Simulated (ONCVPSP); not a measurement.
**Ga: generating and testing an ONCV potential**

Task: generate the file, and judge it by its errors in other configurations, its logarithmic derivatives, its ghosts and its cutoff.

Program: ONCVPSP 4.0.1.1 (patched build). Reference atom: PBE, scalar-relativistic, spherical and spin-unpolarised. All values are calculated.

## Step 1: The atom and the settings

Typed settings, in words:

```json
{
 "element": "gallium (Ga, Z = 31)",
 "type": "optimised norm-conserving Vanderbilt (ONCV)",
 "frozen core": "[Ar] 3d10",
 "valence charge": "3",
 "reference configuration": "4s1 4p2",
 "partial waves": "4s: rc 1.65 bohr, ncon 3, nbas 8, qcut 3.5 1/bohr, 2 projectors, debl 3.1 Ha; 4p: rc 2.50 bohr, ncon 5, nbas 10, qcut 3.2 1/bohr, 1 projector; d scattering state at 0.06 Ha: rc 2.25 bohr, ncon 5, nbas 8, qcut 4.7 1/bohr, 2 projectors, debl 1.1 Ha",
 "local potential": "polynomial inside 1.10 bohr (lpopt 5, dvloc0 6 Ha)",
 "core correction": "polynomial model core, fcfact 0.7"
}
```

An earlier all-electron run gives the scale for the radii.

All-electron outer shells of the reference configuration (PBE, scalar-relativistic, ld1.x):

```json
{"shell": "3p", "level (eV)": "-100.79", "outermost node (bohr)": "0.24", "outermost maximum (bohr)": "0.56"}
{"shell": "3d", "level (eV)": "-21.04", "outermost node (bohr)": "–", "outermost maximum (bohr)": "0.53"}
{"shell": "4s", "level (eV)": "-10.04", "outermost node (bohr)": "0.80", "outermost maximum (bohr)": "1.87"}
{"shell": "4p", "level (eV)": "-3.35", "outermost node (bohr)": "0.87", "outermost maximum (bohr)": "2.47"}
```

## Step 2: Generation

Ga.dat reads:

```
# ATOM AND REFERENCE CONFIGURATION
# atsym  z   nc   nv     iexc    psfile
  Ga 31.00    6    2        4      upf
#
#   n    l    f
    1    0    2.00
    2    0    2.00
    2    1    6.00
    3    0    2.00
    3    1    6.00
    3    2   10.00
    4    0    1.00
    4    1    2.00
#
# PSEUDOPOTENTIAL AND OPTIMIZATION
# lmax
    2
#
#   l,   rc,      ep,       ncon, nbas, qcut
    0    1.65    0.00    3    8    3.50
    1    2.50    0.00    5   10    3.20
    2    2.25    0.06    5    8    4.70
#
# LOCAL POTENTIAL
# lloc, lpopt,  rc(5),   dvloc0
    4    5    1.10    6.00
#
# VANDERBILT-KLEINMAN-BYLANDER PROJECTORs
# l, nproj, debl
    0    2    3.10
    1    1    3.50
    2    2    1.10
#
# MODEL CORE CHARGE
# icmod, fcfact, rcfact
    1    0.70    0.00
#
# LOG DERIVATIVE ANALYSIS
# epsh1, epsh2, depsh
   -2.00    5.00    0.02
#
# OUTPUT GRID
# rlmax, drl
    6.00    0.01
#
# TEST CONFIGURATIONS
# ncnf
    4
# nvcnf
#   n    l    f
    2
    4    0    2.00
    4    1    1.00
#
    2
    4    0    2.00
    4    1    0.00
#
    2
    4    0    1.00
    4    1    0.00
#
    2
    4    0    0.00
    4    1    3.00
#
```

Run with:

```console
$ oncvpsp.x < Ga.dat > Ga.out
```

**Question.** What will these runs give? Wanted: cutoffs for 1 and 0.1 mHa per electron, occupied waves; bound ghosts; GHOST(+) flags; largest test error; largest phase difference near zero energy, channels read; rms error of d²Exc/dn², without and with the model core.

**Answer**, as computed:

```
                                                quantity                 value
  cutoffs for 1 and 0.1 mHa per electron, occupied waves       10 Ha and 62 Ha
                                            bound ghosts        d at -12.73 eV
                                          GHOST(+) flags           s at 123 eV
                            largest test error (AE − PS)  -91 meV, for 4s1 4p0
largest phase difference near zero energy, channels read             0.072 rad
 rms error of d²Exc/dn², without and with the model core    10.00 and 0.63 mHa
```

A bound ghost (d) makes it unfit for use: electrons can fall into a state that the atom doesn't have. By total energies transferability is fair: the largest error is 91 meV on 20.3 eV, for 4s1 4p0. By its cutoff, 10 Ha for the looser tolerance, it is soft on the atom at that tolerance. The tighter tolerance needs 62 Ha, and converged work needs a cutoff nearer that. At the looser tolerance the 4s wave is the slowest; 4p needs 2 Ha. Near zero energy the largest phase difference among the channels read is 0.07 rad, in the d channel. The program also flags highly localised states, GHOST(+) (s). All of this concerns the isolated atom, not yet a solid.
